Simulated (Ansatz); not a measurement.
# Ti (Ti, fcc): the cost of one run

Method: DFT r2SCAN, plane waves (500 eV) with PAW, scalar-relativistic; PBE-made PAW files, in Ansatz 0.2.0.

### Step 1. The structure to begin with

The structure is cubic, space group Fm-3m (No. 225). Conventional cell: a = 4.134 Å, b = 4.134 Å, c = 4.134 Å, α = 90.00°, β = 90.00°, γ = 90.00°. Around Ti (site symmetry m-3m) lie 12 Ti at 2.92 Å.

Structure file:

```xyz
1
Lattice="0.0000 2.0668 2.0668 2.0668 0.0000 2.0668 2.0668 2.0668 0.0000" Properties=species:S:1:pos:R:3 pbc="T T T"
Ti    0.0000    0.0000    0.0000
```

Starting moments (μB): +1.

### Step 2. Relaxation of the cell

input.yaml

```yaml
crystal:
  lattice:
    - [0.0, 2.0668332624, 2.0668332624]
    - [2.0668332624, 0.0, 2.0668332624]
    - [2.0668332624, 2.0668332624, 0.0]
  atoms:
    - { symbol: Ti, position: [0.0, 0.0, 0.0], spin: 1.0 }
hamiltonian:
  xc: r2scan
  pseudopotentials:
    kind: paw
    azcp:
      Ti: "pseudopotentials/Ti.paw.azcp"
basis:
  ecutwfc: 500
  fft_grid_basis: typed
kpoints:
  mp_grid: { grid: [13, 13, 13], shift: [0, 0, 0] }
magnetization:
  spin_polarized: true
scf:
  occupations: { method: fermi_dirac, width: 0.05 }
relax:
  max_steps: 60
  f_tol: 0.01
  cell: {}
```

Q: Estimate wall time and peak memory on 2 threads of an Arm CPU, shared host.

About 22 s, with a peak of 0.36 GiB.
